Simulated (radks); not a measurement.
**Valence configurations of Ru**

Aim: which of several valence configurations of Ru lies lowest at this level, and whether it is the one NIST lists ([Kr] 4d7 5s1).

Program: radks (a radial shooting solver on a logarithmic mesh, Libxc functionals) version 1. Level of theory: scalar-relativistic Kohn-Sham, PBE, spin-unpolarised, spherical densities, finite nucleus. These are calculated values, not measurements, unless marked.

**1. Starting point**

```
element            : ruthenium (Z = 44)
charge             : 0
electrons          : 44
configuration      : [Kr] 4d7 5s1
nuclear rms radius : 4.4809 fm
others tried       : 4d6 5s1 5p1; 4d6 5s2; 4d8; 4d5 5s2 5p1; 4d6.5 5s1 5p0.5; 4d6 5p2; 4d7 5p1; 4d5 5s1 5p2; 4d6.5 5s0.5 5p1
```

The outer shells:

Ru
```
[Kr] core
4d [↑↓][↑↓][↑ ][↑ ][↑ ]
5s [↑ ]
```

**2. [Kr] 4d7 5s1**

Input:

```text
Z 44
configuration [Kr] 4d7 5s1
relativity scalar-relativistic
functional pbe,pbe
spin unpolarised
nucleus finite rms 4.4809 fm
c 137.035999084
```

**3. [Kr] 4d6 5s1 5p1**

Input: that of step 2 with these lines changed.

```diff
@@ -1,3 +1,3 @@
 Z 44
-configuration [Kr] 4d7 5s1
+configuration [Kr] 4d6 5s1 5p1
 relativity scalar-relativistic
```

**4. [Kr] 4d6 5s2**

Input: that of step 3 with these lines changed.

```diff
@@ -1,3 +1,3 @@
 Z 44
-configuration [Kr] 4d6 5s1 5p1
+configuration [Kr] 4d6 5s2
 relativity scalar-relativistic
```

**5. [Kr] 4d8**

Input: that of step 4 with these lines changed.

```diff
@@ -1,3 +1,3 @@
 Z 44
-configuration [Kr] 4d6 5s2
+configuration [Kr] 4d8
 relativity scalar-relativistic
```

**6. [Kr] 4d5 5s2 5p1**

Input: that of step 5 with these lines changed.

```diff
@@ -1,3 +1,3 @@
 Z 44
-configuration [Kr] 4d8
+configuration [Kr] 4d5 5s2 5p1
 relativity scalar-relativistic
```

**7. [Kr] 4d6.5 5s1 5p0.5**

Input:

```text
Z 44
configuration [Kr] 4d6.5 5s1 5p0.5
relativity scalar-relativistic
functional pbe,pbe
spin unpolarised
nucleus finite rms 4.4809 fm
c 137.035999084
```

**8. [Kr] 4d6 5p2**

Input:

```text
Z 44
configuration [Kr] 4d6 5p2
relativity scalar-relativistic
functional pbe,pbe
spin unpolarised
nucleus finite rms 4.4809 fm
c 137.035999084
```

**9. [Kr] 4d7 5p1**

Input: that of step 8 with these lines changed.

```diff
@@ -1,3 +1,3 @@
 Z 44
-configuration [Kr] 4d6 5p2
+configuration [Kr] 4d7 5p1
 relativity scalar-relativistic
```

**10. [Kr] 4d5 5s1 5p2**

Input: that of step 9 with these lines changed.

```diff
@@ -1,3 +1,3 @@
 Z 44
-configuration [Kr] 4d7 5p1
+configuration [Kr] 4d5 5s1 5p2
 relativity scalar-relativistic
```

**11. [Kr] 4d6.5 5s0.5 5p1**

Input:

```text
Z 44
configuration [Kr] 4d6.5 5s0.5 5p1
relativity scalar-relativistic
functional pbe,pbe
spin unpolarised
nucleus finite rms 4.4809 fm
c 137.035999084
```

Before running it: what results should come out? Wanted: for each run, valence; E − E(NIST configuration); highest level; its energy; 1s shift.

**Answer**, as computed:

| valence | E − E(NIST configuration) (eV) | highest level | its energy (eV) | 1s shift (eV) |
| --- | --- | --- | --- | --- |
| 4d8 | -0.333 | 4d | -3.152 | +2.77 |
| 4d7 5s1 | 0.000 | 5s | -4.240 | +0.00 |
| 4d6 5s2 | 1.701 | 5s | -5.188 | -3.44 |
| 4d6.5 5s1 5p0.5 | 2.479 | 5p | -1.549 | -2.47 |
| 4d7 5p1 | 3.461 | 5p | -1.721 | -1.60 |
| 4d6.5 5s0.5 5p1 | 4.365 | 5p | -1.902 | -3.22 |
| 4d6 5s1 5p1 | 5.653 | 5p | -2.098 | -5.00 |
| 4d5 5s2 5p1 | 9.506 | 5p | -2.524 | -8.95 |
| 4d6 5p2 | 9.834 | 5p | -2.705 | -6.37 |
| 4d5 5s1 5p2 | 14.165 | 5p | -3.104 | -10.31 |

What this shows: This level puts 4d8 lowest, 0.333 eV under the NIST configuration. The energies are those of spherical spin-averaged densities, not of single terms. The 1s eigenvalue shifts by up to 10.31 eV as the valence charge is rearranged.
